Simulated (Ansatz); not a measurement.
**C3H4BF: up Jacob's ladder to CCSD(T)**

The task here is to estimate one member of a computed series from the others.

The runs use Ansatz 0.2.0, Gaussian basis; functionals in def2-TZVPP, the program's frozen cores in correlated methods.

The runs, in order: LDA (SPW92), PBE-D4, revPBE-D4, BLYP-D4, r2SCAN-D4, B97M-V, PBE0-D4, B3LYP-D4, r2SCANh-D4, r2SCAN0-D4, HSE06-D4, BHLYP-D4, CAM-B3LYP-D4, LC-ωPBE, ωB97X-V, ωB97M-V, B2PLYP, PBE-QIDH; CCSD(T)/def2-SVP; CCSD(T)/def2-TZVPP; MP2/def2-QZVPP; extrapolation to the limit; RPA on PBE.

### The relaxed structure

All runs share one geometry, relaxed beforehand with PBE0-D4 in a triple-zeta def2 set.

SMILES `BC1(F)C=C1`, 9 atoms, charge 0, spin multiplicity 1.

Atoms are counted from 1 here; the program's logs count them from 0.

Bond lengths: B1–C2 1.529 Å, B1–H6 1.195 Å, B1–H7 1.193 Å, C2–F3 1.396 Å, C2–C4 1.498 Å, C2–C5 1.498 Å, C4–C5 1.282 Å, C4–H8 1.076 Å, C5–H9 1.076 Å. Angles: C2–B1–H6 117.8°, C2–B1–H7 121.4°, H6–B1–H7 120.8°, B1–C2–F3 115.6°, B1–C2–C4 123.8°, B1–C2–C5 123.8°, F3–C2–C4 113.7°, F3–C2–C5 113.7°, C4–C2–C5 50.7°, C2–C4–C5 64.7°, C2–C4–H8 142.7°, C5–C4–H8 152.4°, C2–C5–C4 64.7°, C2–C5–H9 142.7°, C4–C5–H9 152.4°.

The first run:

in.yaml

```yaml
crystal:
  periodic: [false, false, false]
  atoms:
    - {symbol: B, position_ang: [0.314901, 0.700338, -1.247595]}
    - {symbol: C, position_ang: [0.422674, -0.147170, 0.020899]}
    - {symbol: F, position_ang: [1.679924, -0.699517, 0.273105]}
    - {symbol: C, position_ang: [-0.710339, -0.947104, 0.586639]}
    - {symbol: C, position_ang: [-0.386547, 0.096099, 1.257695]}
    - {symbol: H, position_ang: [-0.743398, 1.193492, -1.500957]}
    - {symbol: H, position_ang: [1.253733, 0.867514, -1.965122]}
    - {symbol: H, position_ang: [-1.274067, -1.852580, 0.444361]}
    - {symbol: H, position_ang: [-0.468383, 0.742628, 2.113974]}
basis:
  gaussian: {orbitals: def2-TZVPP}
hamiltonian: {xc: lda}
output: {orbitals: {seedname: orbitals}}
```

Command:

```console
ansatz run in.yaml --threads 2 --pin off --events-out ev --progress --plain --max-ram 4352MiB
```

Among the steps run: LDA; PBE-D4 (GGA); revPBE-D4 (GGA); BLYP-D4 (GGA); r2SCAN-D4 (meta-GGA); B97M-V (meta-GGA); B3LYP-D4 (hybrid); r2SCANh-D4 (hybrid); r2SCAN0-D4 (hybrid); HSE06-D4 (hybrid); BHLYP-D4 (hybrid); CAM-B3LYP-D4 (range-separated); LC-ωPBE (range-separated); ωB97X-V (range-separated); ωB97M-V (range-separated); B2PLYP (double hybrid); PBE-QIDH (double hybrid).

One table of the session follows, with a row left open; its other results are not shown here.

| functional | HOMO (eV) | LUMO (eV) | gap (eV) |
| --- | --- | --- | --- |
| LDA (SPW92) | -7.27 | -2.94 | 4.32 |
| PBE-D4 | -7.07 | -2.66 | 4.41 |
| revPBE-D4 | -7.00 | -2.55 | 4.45 |
| BLYP-D4 | -6.95 | -2.52 | 4.43 |
| r2SCAN-D4 | -7.33 | -2.32 | 5.01 |
| B97M-V | -7.39 | -2.40 | 4.99 |
| PBE0-D4 | -8.36 | -1.68 | 6.67 |
| B3LYP-D4 | -8.14 | -1.92 | 6.22 |
| r2SCANh-D4 | -7.81 | -1.98 | 5.83 |
| r2SCAN0-D4 | -8.50 | -1.48 | 7.02 |
| HSE06-D4 | -7.95 | -2.07 | 5.89 |
| BHLYP-D4 | ? | ? | ? |
| CAM-B3LYP-D4 | -9.73 | -0.61 | 9.12 |
| LC-ωPBE | -11.13 | 0.60 | 11.73 |
| ωB97X-V | -10.72 | 0.50 | 11.22 |
| ωB97M-V | -10.62 | 0.25 | 10.87 |

Q: Estimate the row for BHLYP-D4 from the others.

Worked estimate for «HOMO (eV)». Against the share of exact exchange, BLYP-D4 (0, -6.95), B3LYP-D4 (0.2, -8.14) give a slope of -5.95 per unit share; at 0.5 the line stands at -9.93.

As computed: HOMO (eV): -9.43; LUMO (eV): -0.68; gap (eV): 8.75. In «HOMO (eV)» the line misses by -0.50.
